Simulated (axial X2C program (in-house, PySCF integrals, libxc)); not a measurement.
**AsO: EOM-EA-CCSD levels**

Aim: EOM-EA-CCSD levels of AsO, with spin–orbit coupling in the Hamiltonian from the start.

The runs use an in-house X2C program for linear molecules on PySCF integrals; two-component X2C with atomic mean-field terms, As dyall-acv3z, O dyall-av3z.

All values are calculated.

## Step 1: The job

The input, task.json:

```json
{"zs": [33, 8], "q": 0, "bas": ["dyall-acv3z", "dyall-av3z"], "r0": 1.71, "eom": "ea", "thr": -2.0, "nmax": 92, "grid": [1, 0.96, 1.045, 0.92, 1.09, 1.15]}
```

Keys: zs atomic numbers; q charge; bas basis sets; r0 starting distance in Å; eom kind of EOM run; thr threshold in hartree for freezing inner shells (an s shell follows its p shell); nmax most natural virtual spinors; grid distances as factors.

Launch:

```bash
> python soeom.py task.json out
```

Further steps of the session: EOM-EA-CCSD at 1.615 Å.

Q: Predict the outcome of this session. Wanted: next root led by one particle; T1 of the reference; lowest state, Re and ωe.

The runs gave:

| quantity | value |
| --- | --- |
| lowest root at 1.615 Å | Ω = 1/2, 8.168 eV |
| next root led by one particle | Ω = 3/2, about 830 cm⁻¹ higher |
| T1 of the reference | 0.038 |
| lowest state, Re and ωe | 1.613 Å, 1030 cm⁻¹ |

What this shows: The added electron is bound by 8.17 eV in a spinor of 63% As pπ, 17% O pπ, 10% As dπ. Errors of 0.1 to 0.3 eV are usual at this size, and roots led by higher excitations are left out, so the list is incomplete, and low states of that kind can be missing. T1 or the largest double amplitude of the reference is raised, which lowers the reliability.
